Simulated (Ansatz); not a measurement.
**AlClH5PSi: up Jacob's ladder to CCSD(T)**

Aim: compute AlClH5PSi with functionals from several rungs and with coupled cluster. The yardstick is the atomisation energy at the CCSD(T) limit.

Method: functionals in def2-TZVPP, the program's frozen cores in correlated methods; program: Ansatz 0.2.0, Gaussian basis.

The runs, in order: LDA (SPW92), PBE-D4, revPBE-D4, BLYP-D4, r2SCAN-D4, B97M-V, PBE0-D4, B3LYP-D4, r2SCANh-D4, r2SCAN0-D4, HSE06-D4, BHLYP-D4, CAM-B3LYP-D4, LC-ωPBE, ωB97X-V, ωB97M-V, B2PLYP, PBE-QIDH; CCSD(T)/def2-SVP; CCSD(T)/def2-TZVPP; MP2/def2-QZVPP; extrapolation to the limit; RPA on PBE.

**1. The geometry**

All runs share one geometry, relaxed beforehand with PBE0-D4 in a triple-zeta def2 set.

SMILES `P[SiH2][AlH][Cl]`, 9 atoms, charge 0, spin multiplicity 1.

Atoms are counted from 1 here; the program's logs count them from 0.

Bond lengths: P1–Si2 2.274 Å, P1–H5 1.422 Å, P1–H6 1.422 Å, Si2–Al3 2.431 Å, Si2–H7 1.490 Å, Si2–H8 1.489 Å, Al3–Cl4 2.106 Å, Al3–H9 1.581 Å. Angles: Si2–P1–H5 94.8°, Si2–P1–H6 94.5°, H5–P1–H6 93.4°, P1–Si2–Al3 108.5°, P1–Si2–H7 106.4°, P1–Si2–H8 106.3°, Al3–Si2–H7 114.1°, Al3–Si2–H8 113.0°, H7–Si2–H8 108.1°, Si2–Al3–Cl4 115.3°, Si2–Al3–H9 127.7°, Cl4–Al3–H9 116.6°.

**2. LDA**

This LDA is Slater exchange with PW92 correlation.

Contents of in.yaml:

```yaml
crystal:
  periodic: [false, false, false]
  atoms:
    - {symbol: P, position_ang: [-1.571038, 1.428170, 0.034674]}
    - {symbol: Si, position_ang: [-0.246642, -0.109068, 1.061321]}
    - {symbol: Al, position_ang: [1.395418, -0.908098, -0.543557]}
    - {symbol: Cl, position_ang: [0.655344, -2.229749, -2.006329]}
    - {symbol: H, position_ang: [-0.488359, 2.172904, -0.509469]}
    - {symbol: H, position_ang: [-1.743412, 0.656601, -1.146911]}
    - {symbol: H, position_ang: [0.343318, 0.570327, 2.249061]}
    - {symbol: H, position_ang: [-1.154128, -1.184753, 1.548210]}
    - {symbol: H, position_ang: [2.897900, -0.442632, -0.704301]}
basis:
  gaussian: {orbitals: def2-TZVPP}
hamiltonian: {xc: lda}
output: {orbitals: {seedname: orbitals}}
```

Run with:

```bash
> ansatz run in.yaml --threads 2 --pin off --events-out ev --progress --plain --max-ram 4352MiB
```

The runs that follow: PBE-D4 (GGA); revPBE-D4 (GGA); BLYP-D4 (GGA); r2SCAN-D4 (meta-GGA); B97M-V (meta-GGA); B3LYP-D4 (hybrid); r2SCANh-D4 (hybrid); r2SCAN0-D4 (hybrid); HSE06-D4 (hybrid); BHLYP-D4 (hybrid); CAM-B3LYP-D4 (range-separated); LC-ωPBE (range-separated); ωB97X-V (range-separated); ωB97M-V (range-separated); B2PLYP (double hybrid); PBE-QIDH (double hybrid); CCSD(T) in def2-SVP; CCSD(T) in def2-TZVPP; MP2 in def2-QZVPP; RPA on PBE orbitals.

**Question.** What will the summary of the whole plan be? Wanted: atomisation energy, CCSD(T)/CBS; farthest beyond LDA; mean size of error, GGA; mean size of error, meta-GGA; mean size of error, hybrid; mean size of error, range-separated; mean size of error, double hybrid; gap, smallest and largest; T1 diagnostic.

**Answer**, as computed:

| quantity | value |
| --- | --- |
| atomisation energy, CCSD(T)/CBS | 2489.9 kJ/mol |
| functionals within 12.4 kJ/mol (0.5 %) | r2SCAN-D4, B3LYP-D4, r2SCANh-D4, CAM-B3LYP-D4, ωB97M-V |
| farthest beyond LDA | B97M-V (+54.5 kJ/mol) |
| mean size of error, GGA | 33.7 kJ/mol |
| mean size of error, meta-GGA | 30.9 kJ/mol |
| mean size of error, hybrid | 18.8 kJ/mol |
| mean size of error, range-separated | 25.3 kJ/mol |
| mean size of error, double hybrid | 45.3 kJ/mol |
| gap, smallest and largest | 3.23 eV (LDA (SPW92)), 9.51 eV (LC-ωPBE) |
| T1 diagnostic | 0.0130 |
| triples share of the correlation energy | 4.0 % |

The LDA atomisation energy is off by 275.3 kJ/mol (11 %): it overbinds. PBE-D4 misses by -14.1 kJ/mol. Double hybrids carry the basis error of their MP2 part in triple zeta, and no dispersion term here, so their miss is partly the set-up's. Taken by rung, hybrid functionals do best (18.8 kJ/mol on average) and double hybrid ones worst beyond LDA (45.3 kJ/mol). The gap between the best rungs is small, so their order is not settled. The reference freezes the cores and leaves out relativity and excitations past (T), so misses under about 12.4 kJ/mol can't be ranked. Hartree-Fock recovers 74 % of the binding; the rest is correlation. CCSD(T) in def2-SVP is off by -207.0 kJ/mol, which most functionals beat. Orbital gaps span 3.2 to 9.5 eV; exact exchange widens them.
